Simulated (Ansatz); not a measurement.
# SiGeH₃+ (singlet): wave-function methods side by side, cc-pVDZ

One table from this session's results is given with a row withheld; the runs are named, their logs left out.

Program: Ansatz 0.2.0, Gaussian basis. Level of theory: cc-pVDZ, core rule «outside noble gas», up to 19 orbitals frozen. These are calculated values, not measurements.

Plan: UHF; CCSD(T) on RHF; CCSD(T) on UHF; BCCD(T) on RHF; CISD; CCSDT(Q) on RHF; CCSDT(Q) on UHF.

20 further runs of the same task are left out: 9 that didn't finish, 11 set aside as unsound or not needed.

## The system

The geometry is a PBE0/def2-TZVP stationary point (not a proven minimum) of the parent state, kept for this charge and spin. No spin-orbit coupling is included. The filled d shell of Ge may be among the frozen orbitals whatever the setting's name suggests; the logs give the count.

5 atoms, charge 1, spin multiplicity 1.

Atoms are counted from 1 here; the program's logs count them from 0.

Bond lengths: Si1–Ge2 2.440 Å, Si1–H3 1.499 Å, Si1–H4 1.492 Å, Si1–H5 1.492 Å. Angles: Ge2–Si1–H3 101.6°, Ge2–Si1–H4 116.0°, Ge2–Si1–H5 116.0°, H3–Si1–H4 107.3°, H3–Si1–H5 107.3°, H4–Si1–H5 107.7°.

The first run:

File in.yaml:

```yaml
crystal:
  periodic: [false, false, false]
  atoms:
    - {symbol: Si, position_ang: [-0.005941, 0.000000, 1.692878]}
    - {symbol: Ge, position_ang: [-0.001466, 0.000000, -0.747359]}
    - {symbol: H, position_ang: [1.461722, -0.000031, 1.996378]}
    - {symbol: H, position_ang: [-0.595235, 1.204279, 2.346671]}
    - {symbol: H, position_ang: [-0.595286, -1.204254, 2.346671]}
basis:
  gaussian: {orbitals: cc-pVDZ}
total_charge: 1
magnetization: {spin_polarized: true, initial_magnetization: 0}
hamiltonian: {xc: hf}
output: {orbitals: {seedname: orbitals}}
```

On the command line:

```bash
$ ansatz run in.yaml --threads 1 --pin off --events-out ev --progress --plain --max-ram 2393MiB
```

Among the steps run: UHF; CCSD(T) on RHF; CCSD(T) on UHF; BCCD(T) on RHF; CISD; CCSDT(Q) on RHF; CCSDT(Q) on UHF.

One of the session's tables, all rows but one given; the rest of the session is left out.

It belongs to the step «Misses and costs». 

| method | from RCCSDT(Q) (meV) |
| --- | --- |
| RHF | +5454.6 |
| UHF | ? |
| RMP2 | +1345.2 |
| CISD | +618.5 |
| RCCSD | +170.1 |
| RCCSD(T) | +37.8 |
| BCCD(T) | +37.1 |
| RCCSDT | +7.0 |
| RCCSDT(Q) | 0 |

Q: Estimate the row for UHF from the others.

The run gave: from RCCSDT(Q) (meV): +5424.1. In the column «from RCCSDT(Q) (meV)» it lies between RMP2 (+1345.2) and RHF (+5454.6).

Not comparable, so not listed: CCSD(T) on UHF; CCSDT(Q) on UHF (they don't share determinant, frozen orbitals or solution with the rows shown, or repeat one).

Limits of these values: Warnings: restricted reference is unstable; spin contamination.
